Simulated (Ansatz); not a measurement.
**C3H7AlOSi: a ladder of functionals and wavefunction methods**

Aim: compute C3H7AlOSi with functionals from several rungs and with coupled cluster. The yardstick is the atomisation energy at the CCSD(T) limit.

The runs use Ansatz 0.2.0, Gaussian basis; functionals in def2-TZVPP, the program's frozen cores in correlated methods.

The runs, in order: PBE-D4, r2SCAN-D4, PBE0-D4, B3LYP-D4, ωB97X-V, ωB97M-V, B2PLYP; CCSD(T)/def2-TZVPP; MP2/def2-QZVPP; extrapolation to the limit.

## (1) Structure used throughout

An earlier PBE0-D4 in a triple-zeta def2 set relaxation fixed the geometry.

13 atoms, charge 0, spin multiplicity 1.

Atoms are counted from 1 here; the program's logs count them from 0.

Bond lengths: C1–C2 1.335 Å, C1–H7 1.089 Å, C1–H8 1.089 Å, C2–Al3 1.938 Å, C2–H9 1.090 Å, Al3–Si4 2.444 Å, Al3–C5 1.944 Å, Al3–O6 1.967 Å, Si4–H10 1.492 Å, Si4–H11 1.492 Å, Si4–H12 1.493 Å, C5–O6 1.251 Å, C5–H13 1.104 Å. Angles: C2–C1–H7 122.0°, C2–C1–H8 123.0°, H7–C1–H8 115.0°, C1–C2–Al3 120.1°, C1–C2–H9 116.7°, Al3–C2–H9 123.2°, C2–Al3–Si4 123.7°, C2–Al3–C5 118.5°, C2–Al3–O6 113.8°, Si4–Al3–C5 117.6°, Si4–Al3–O6 113.6°, C5–Al3–O6 37.3°, Al3–Si4–H10 112.6°, Al3–Si4–H11 111.4°, Al3–Si4–H12 111.5°, H10–Si4–H11 107.2°, H10–Si4–H12 106.7°, H11–Si4–H12 107.0° and more.

Coordinates:

```mol
C3H7AlOSi
  3D, bonds by distance, orders not assigned

 13 13  0  0  0  0  0  0  0  0999 V2000
   -1.7718   -0.9761    1.3342 C   0  0
   -1.5538    0.2323    0.8110 C   0  0
    0.0368    0.5616   -0.2459 Al  0  0
    1.7613   -1.1204   -0.6579 Si  0  0
    0.1944    2.2601   -1.1779 C   0  0
    0.7460    2.3870   -0.0627 O   0  0
   -1.0703   -1.7980    1.1993 H   0  0
   -2.6540   -1.2157    1.9251 H   0  0
   -2.3117    0.9929    1.0015 H   0  0
    2.1246   -1.8837    0.5717 H   0  0
    3.0136   -0.4995   -1.1793 H   0  0
    1.3178   -2.1236   -1.6702 H   0  0
    0.1876    3.1483   -1.8341 H   0  0
  1  2  8  0
  1  7  8  0
  1  8  8  0
  2  3  8  0
  2  9  8  0
  3  4  8  0
  3  5  8  0
  3  6  8  0
  4 10  8  0
  4 11  8  0
  4 12  8  0
  5  6  8  0
  5 13  8  0
M  END
```

## (2) PBE-D4 (GGA)

Contents of in.yaml:

```yaml
crystal:
  periodic: [false, false, false]
  atoms:
    - {symbol: C, position_ang: [-1.771846, -0.976070, 1.334180]}
    - {symbol: C, position_ang: [-1.553800, 0.232335, 0.810988]}
    - {symbol: Al, position_ang: [0.036837, 0.561607, -0.245901]}
    - {symbol: Si, position_ang: [1.761318, -1.120394, -0.657912]}
    - {symbol: C, position_ang: [0.194422, 2.260095, -1.177875]}
    - {symbol: O, position_ang: [0.745959, 2.387009, -0.062747]}
    - {symbol: H, position_ang: [-1.070348, -1.797966, 1.199314]}
    - {symbol: H, position_ang: [-2.654039, -1.215674, 1.925120]}
    - {symbol: H, position_ang: [-2.311681, 0.992869, 1.001539]}
    - {symbol: H, position_ang: [2.124632, -1.883677, 0.571663]}
    - {symbol: H, position_ang: [3.013647, -0.499470, -1.179329]}
    - {symbol: H, position_ang: [1.317807, -2.123640, -1.670205]}
    - {symbol: H, position_ang: [0.187593, 3.148276, -1.834135]}
basis:
  gaussian: {orbitals: def2-TZVPP}
hamiltonian: {xc: pbe, dispersion: d4}
output: {forces: true, orbitals: {seedname: orbitals}}
```

Command:

```bash
$ ansatz run in.yaml --threads 4 --pin off --events-out ev --progress --plain --max-ram 10444MiB
```

The runs that follow: r2SCAN-D4 (meta-GGA); PBE0-D4 (hybrid); B3LYP-D4 (hybrid); ωB97X-V (range-separated); ωB97M-V (range-separated); B2PLYP (double hybrid); CCSD(T) in def2-TZVPP; MP2 in def2-QZVPP.

Q: Predict the results of all the runs planned. Wanted: atomisation energy, CCSD(T)/CBS; farthest; mean size of error, hybrid; mean size of error, range-separated; gap, smallest and largest; T1 diagnostic; triples share of the correlation energy.

**Answer**, as computed:

| quantity | value |
| --- | --- |
| atomisation energy, CCSD(T)/CBS | 49.495 eV |
| functionals within 0.247 eV (0.5 %) | r2SCAN-D4, PBE0-D4, B3LYP-D4, ωB97X-V, ωB97M-V |
| farthest | PBE-D4 (+0.905 eV) |
| mean size of error, hybrid | 0.052 eV |
| mean size of error, range-separated | 0.129 eV |
| gap, smallest and largest | 2.66 eV (PBE-D4), 9.90 eV (ωB97X-V) |
| T1 diagnostic | 0.0157 |
| triples share of the correlation energy | 4.2 % |

What this shows: PBE-D4 is off by +0.905 eV. Double hybrids carry the basis error of their MP2 part in triple zeta, and no dispersion term here, so their miss is partly the set-up's. Misses under about 0.247 eV are within the doubt on the reference itself, which lacks core-valence correlation, relativity and higher excitations. Hartree-Fock recovers 73 % of the binding; the rest is correlation. The gap grows from 2.7 to 9.9 eV across the functionals, mostly with the share of exact exchange.
